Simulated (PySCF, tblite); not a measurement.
**C₈H₉OP: geometry, infrared bands and NMR shifts**

Aim: predict the infrared bands and NMR shifts of C₈H₉OP (`C=Cc1pcoc1C1CC1`).

The runs use tblite 0.8.0 and PySCF 2.14.0, with density-fitted response routines of our own; the level of theory stands in each step. All values are computed, except where a source is named. Atoms are numbered from 0 throughout.

### 1 Starting geometry

19 atoms, charge 0, multiplicity 1; geometry from: force field or distance geometry start.

Bonds of the start (Å): C0–C1 1.33, C1–C2 1.46, C2–P3 1.91, P3–C4 1.90, C4–O5 1.26, O5–C6 1.27, C6–C7 1.52, C7–C8 1.51, C8–C9 1.52, C6–C2 1.37, C9–C7 1.51, C0–H10 1.07, C0–H11 1.08, C1–H12 1.09, C4–H13 1.10, C7–H14 1.10, C8–H15 1.11, C8–H16 1.12, C9–H17 1.09, C9–H18 1.12.

### 2 Optimising the geometry with GFN2-xTB

The job: settings as JSON, then the geometry in Å.

```
{"job": {"kind": "relax", "xc": "GFN2-xTB", "basis": "xTB"}, "charge": 0, "multiplicity": 1}
C      2.854900    -1.562900    -0.170500
C      1.582300    -1.249600     0.061100
C      1.221700     0.166800     0.056300
P      2.356100     1.665200    -0.292500
C      0.788000     2.706600    -0.021800
O     -0.184100     1.938200     0.220300
C     -0.033400     0.676200     0.273800
C     -1.194800    -0.247000     0.585000
C     -1.940800    -0.735000    -0.639300
C     -2.582800     0.274600     0.298000
H      3.144200    -2.591300    -0.164600
H      3.565800    -0.774700    -0.370600
H      0.870000    -2.038300     0.281200
H      0.732400     3.802700    -0.092600
H     -1.081600    -0.991100     1.384900
H     -2.312700    -1.783300    -0.583800
H     -1.610400    -0.351500    -1.633700
H     -2.756900     1.282800    -0.071500
H     -3.427800    -0.179200     0.872600
```

Started as:

```bash
$ OMP_NUM_THREADS=1 python probes_run.py task.json out
```

This one command runs all jobs of the session in turn.

**Question.** This job is followed by: GFN2-xTB harmonic vibrations, gas phase; GIAO PBE0/pcSseg-1 NMR shielding, non-relativistic, gas phase. Predict these results of the whole session: strongest single infrared mode (GFN2-xTB); zero-point energy (GFN2-xTB); ¹³C shifts against TMS (PBE0/pcSseg-1, means over atoms taken as alike); ¹H shifts against TMS (PBE0/pcSseg-1, means over atoms taken as alike); ³¹P shifts against H3PO4 (PBE0/pcSseg-1); ¹⁷O shifts against H2O (PBE0/pcSseg-1); surface potential, 1st and 99th percentile.

As calculated:

| quantity | value |
| --- | --- |
| strongest single infrared mode (GFN2-xTB) | 1527 cm⁻¹, 94 km/mol |
| zero-point energy (GFN2-xTB) | 91.7 kcal/mol |
| ¹³C shifts against TMS (PBE0/pcSseg-1, means over atoms taken as alike) | 185.6, 166.6, 143.1, 136.2, 120.7, 12.6, 11.0 ppm |
| ¹H shifts against TMS (PBE0/pcSseg-1, means over atoms taken as alike) | 8.53, 7.09, 6.47, 5.51, 2.15, 1.04, 0.97 ppm |
| ³¹P shifts against H3PO4 (PBE0/pcSseg-1) | 132.4 ppm |
| ¹⁷O shifts against H2O (PBE0/pcSseg-1) | 338.1 ppm |
| surface potential, 1st and 99th percentile | -0.74 V and 1.13 V |

**Reading.** Over 132 steps the energy fell by 1.256 eV; of the close pairs, P3–C4 changed most, 1.902 to 1.703 Å. No mode is imaginary among the 51: a minimum at this level. The strongest single mode, at 1527 cm⁻¹, moves mainly C6 and C2. GFN2-xTB is a fitted tight-binding method: band positions and strengths are rough. Its intensities can rank the bands wrongly. At PBE0/pcSseg-1: The widest tensor belongs to P3: span 493 ppm, with a paramagnetic part of -783 ppm. NICS(1)zz of -20 ppm above the planar ring from C2 marks a diatropic (aromatic) ring current. At PBE0/pcSseg-1, counted by nearest atom on the grid, the HOMO lies on C6 21 %; C0, C2, C4 about 15 % each, the LUMO on P3 38 %; C4 24 %.
